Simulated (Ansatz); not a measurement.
# Si2IrRu2: the cost of one run

Computed with Ansatz 0.2.0 (reference: DFT PBE, plane waves, PAW, scalar-relativistic, no spin polarisation, unless a step's input says otherwise).

### 1 The structure to begin with

The structure is tetragonal, space group I4/mmm (No. 139). The conventional cell has a = 3.855 Å, b = 3.855 Å, c = 8.772 Å, α = 90.00°, β = 90.00°, γ = 90.00°. Ir (site symmetry 4/mmm) has 8 Ru at 2.92 Å and 10 Si at 3.01 to 3.11 Å as nearest neighbours. Ru (site symmetry -4m2) is surrounded by 4 Si at 2.13 Å. Si (site symmetry 4mm) is surrounded by 4 Ru at 2.13 Å and 1 Si at 2.56 Å and 5 Ir at 3.01 to 3.11 Å.

As a file:

```
CELL_PARAMETERS angstrom
0.00000 3.85515 0.00000
3.85515 0.00000 0.00000
1.92758 1.92758 -4.38615
ATOMIC_POSITIONS crystal
Ir 0.00000 0.00000 0.00000
Ru 0.75000 0.25000 0.50000
Ru 0.25000 0.75000 0.50000
Si 0.35400 0.35400 0.29200
Si 0.64600 0.64600 0.70800
```

### 2 The reference run

input.yaml

```yaml
crystal:
  lattice:
    - [0.0, 3.85515, 0.0]
    - [3.85515, 0.0, 0.0]
    - [1.927575, 1.927575, -4.386155]
  atoms:
    - { symbol: Ir, position: [0.0, 0.0, 0.0] }
    - { symbol: Ru, position: [0.75, 0.25, 0.5] }
    - { symbol: Ru, position: [0.25, 0.75, 0.5] }
    - { symbol: Si, position: [0.354, 0.354, 0.292] }
    - { symbol: Si, position: [0.646, 0.646, 0.708] }
  symmetry: { tolerance: 0.0003 }
kpoints:
  mp_grid: { grid: [5, 5, 5], shift: [0, 0, 0] }
magnetization:
  spin_polarized: false
scf:
  occupations: { method: fermi_dirac, width: 0.0789 }
hamiltonian:
  pseudopotentials: { kind: paw }
  xc: pbe
basis:
  ecutwfc: 420
output:
  forces: true
  stress: true
  eigenvalues: true
```

Started as:

```console
$ ansatz run input.yaml --threads 1 --pin off --max-ram 2560MiB --backend cpu --events-out ev --progress --plain --runs-dir out
```

**Question.** How long does this run take on 1 thread of Intel Xeon Platinum 8375C at 2.90GHz (Ice Lake), shared host, and how much memory does it need?

About 2.1 s, with a peak of 0.39 GiB.
